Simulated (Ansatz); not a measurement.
# BBrH6Si: the cost of one run

Program: Ansatz 0.2.0. Level of theory: RKS r2SCANh/def2-SVP. These are calculated values, not measurements.

## (1) The starting structure

Bond lengths: B1–Si2 2.280 Å, B1–H3 1.168 Å, B1–H4 1.168 Å, B1–H5 1.236 Å, B1–Br6 2.381 Å, Si2–H7 1.460 Å, Si2–H8 1.461 Å, Si2–H9 1.459 Å. Angles (14 of 16 angles, heavy atoms first): Si2–B1–Br6 112.3°, B1–Si2–H7 112.7°, B1–Si2–H8 118.5°, B1–Si2–H9 93.7°, Si2–B1–H3 107.7°, Si2–B1–H4 107.0°, Si2–B1–H5 55.2°, H3–B1–Br6 103.9°, H4–B1–Br6 104.2°, H5–B1–Br6 57.1°, H7–Si2–H8 110.2°, H7–Si2–H9 110.6°, H8–Si2–H9 109.9°, H3–B1–H4 121.9°.

As a file:

```xyz
9

B    -0.9875   -0.2382   -0.3865
Si    1.2326    0.0139    0.0689
H    -1.2077    0.3138   -1.3924
H    -1.2405   -1.3687   -0.2346
H    -0.5310    0.4108    0.5615
Br   -2.3673    0.8859    1.1952
H     1.6734   -0.8059    1.1937
H     1.7714    1.3666    0.1898
H     1.6566   -0.5784   -1.1956
```

## (2) A restrained relaxation towards end A

Springs on the bonds that form and break draw the guess towards this end; the thresholds are loose.

input.yaml reads:

```yaml
crystal:
  periodic: [false, false, false]
  atoms:
    - { symbol: B, position_ang: [-0.9875, -0.2382, -0.3865] }
    - { symbol: Si, position_ang: [1.2326, 0.0139, 0.0689] }
    - { symbol: H, position_ang: [-1.2077, 0.3138, -1.3924] }
    - { symbol: H, position_ang: [-1.2405, -1.3687, -0.2346] }
    - { symbol: H, position_ang: [-0.531, 0.4108, 0.5615] }
    - { symbol: Br, position_ang: [-2.3673, 0.8859, 1.1952] }
    - { symbol: H, position_ang: [1.6734, -0.8059, 1.1937] }
    - { symbol: H, position_ang: [1.7714, 1.3666, 0.1898] }
    - { symbol: H, position_ang: [1.6566, -0.5784, -1.1956] }
basis:
  gaussian: { orbitals: def2-SVP }
hamiltonian:
  xc: r2scanh
relax:
  f_tol: 0.15
  max_steps: 25
  restrain:
    - { distance: [0, 5], at: 3.34, k: 30.0 }
    - { distance: [4, 1], at: 2.72, k: 30.0 }
    - { distance: [0, 1], at: 1.95, k: 30.0 }
    - { distance: [4, 5], at: 1.51, k: 30.0 }
output:
  orbitals: {}
```

On the command line:

```
> ansatz run input.yaml --threads 2 --pin off --max-ram 3072MiB --backend cpu --events-out ev --progress --plain --runs-dir out
```

**Question.** How long does this run take on 2 threads of Intel Xeon Platinum 8375C at 2.90GHz (Ice Lake), shared host, and how much memory does it need?

About 50 s, with a peak of 0.24 GiB.
